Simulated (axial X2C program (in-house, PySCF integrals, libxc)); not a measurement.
**GeCN⁻: bond lengths and stretches, held linear**

The task here is to estimate one member of a computed series from the others.

The runs use an in-house X2C program for linear molecules on PySCF integrals; all-electron X2C, two-component (2c) or spin-free, Ge dyall-v3z, C dyall-v3z, N dyall-av3z.

All values are calculated.

2 further runs of the same task are left out: 2 set aside as unsound or not needed.

The first run:

task.json reads:

```json
{"zs": [32, 6, 7], "q": -1, "bas": ["dyall-v3z", "dyall-v3z", "dyall-av3z"], "r0": [1.91, 1.16], "symm": 0, "scan": ["PBE0", "HF", "TPSSh"], "levels": ["PBE0", "HF", "LDA"], "nst": 2}
```

Keys: zs atomic numbers; q charge; bas basis sets; r0 starting distance in Å; symm equal bonds; scan levels of the two-bond scan; levels methods; nst determinants followed.

Launch:

```
$ python solin.py task.json out
```

Masses Ge 73.921, C 12.000, N 14.003 u.

Among the steps run: Scan at PBE0, 2c; Scan at HF, 2c; Scan at TPSSh, 2c.

One of the session's tables, all rows but one given; the rest of the session is left out.

```
           level  r(Ge–C) (Å)  r(C–N) (Å)  lower stretch (cm⁻¹)  upper stretch (cm⁻¹)
        PBE0, 2c        1.988       1.167                 375.2                2128.1
          HF, 2c        2.047       1.143                 321.6                2189.8
       TPSSh, 2c        1.994       1.173                 368.8                2075.7
 PBE0, spin-free            ?           ?                     ?                     ?
   HF, spin-free        2.046       1.143                 322.5                2189.4
TPSSh, spin-free        1.994       1.173                 369.2                2075.7
```

Estimate the missing values for PBE0, spin-free.

**Answer.** r(Ge–C) (Å): 1.988; r(C–N) (Å): 1.167; lower stretch (cm⁻¹): 375.6; upper stretch (cm⁻¹): 2128.2.

Scans not shown above were run alike.

To keep in mind: For an anion the highest level of a functional can be positive, and the basis then holds the extra electron. The molecule was held linear; bending was not examined, so a bent shape may lie lower.
